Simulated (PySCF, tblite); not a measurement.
# C3H7Se radical: geometry, infrared bands and EPR parameters

What infrared bands and EPR parameters should C3H7Se radical (`CC[CH][SeH]`) show?

Programs: tblite 0.8.0 and PySCF 2.14.0, with density-fitted response routines of our own. Each step states its level of theory. These are calculated values for one molecule in the gas phase, unless marked as measured. Atoms are numbered from 0 throughout.

## Step 1: Starting geometry

11 atoms, charge 0, multiplicity 2; geometry from: force field or distance geometry start.

Bonds of the start (Å): C0–C1 1.51, C1–C2 1.53, C2–Se3 1.94, C0–H4 1.11, C0–H5 1.11, C0–H6 1.12, C1–H7 1.10, C1–H8 1.13, C2–H9 1.12, Se3–H10 1.55.

## Step 2: Relaxing the molecule with GFN2-xTB

What the job is given:

```
{"job": {"kind": "relax", "xc": "GFN2-xTB", "basis": "xTB"}, "charge": 0, "multiplicity": 2}
C     -1.445100    -0.411400     0.118600
C      0.039200    -0.325200    -0.159900
C      0.640900     0.939400     0.452700
Se     2.560000     1.004200     0.175600
H     -1.860800    -1.350500    -0.302200
H     -1.653400    -0.403500     1.210700
H     -1.975900     0.454400    -0.354900
H      0.229200    -0.339300    -1.242800
H      0.543400    -1.218100     0.305200
H      0.173000     1.837100    -0.021800
H      2.754900    -0.184500     1.147700
```

Run with:

```console
OMP_NUM_THREADS=1 python probes_run.py task.json out
```

This one command runs all jobs of the session in turn.

**Question.** This job is followed by: GFN2-xTB harmonic vibrations, gas phase; UKS B3LYP, def2-TZVP-core on Se, pcH-1 on C H, non-relativistic, mean-field spin-orbit, GIAO. What will the session give for the following? strongest single infrared mode (GFN2-xTB); zero-point energy (GFN2-xTB); g(iso) (B3LYP); ⟨S²⟩; largest a(iso) (averaged by class); surface potential, 1st and 99th percentile.

The runs gave:

| quantity | value |
| --- | --- |
| strongest single infrared mode (GFN2-xTB) | 1952 cm⁻¹, 421 km/mol |
| zero-point energy (GFN2-xTB) | 53.8 kcal/mol |
| g(iso) (B3LYP) | 2.00884 |
| ⟨S²⟩ | 0.755 (exact 0.75) |
| largest a(iso) (averaged by class) | 13C on C2, 170.6 MHz |
| surface potential, 1st and 99th percentile | -0.74 V and 0.97 V |

**Reading.** The optimisation took 44 steps and gained 0.376 eV; among the close pairs (by a distance rule), Se3–H10 changed most, from 1.548 to 1.459 Å. All 27 modes are real, so the xTB geometry is a minimum. The strongest single mode, at 1952 cm⁻¹, moves mainly H10. Unscaled tight-binding wavenumbers are off by several per cent, some by more. Its intensities can rank the bands wrongly. Most of the unpaired spin sits on C2 (0.89 e). The isotropic g lies 6.5 ppt above the free-electron value. The hyperfine terms hold no scalar relativity, which the heavier nuclei need.
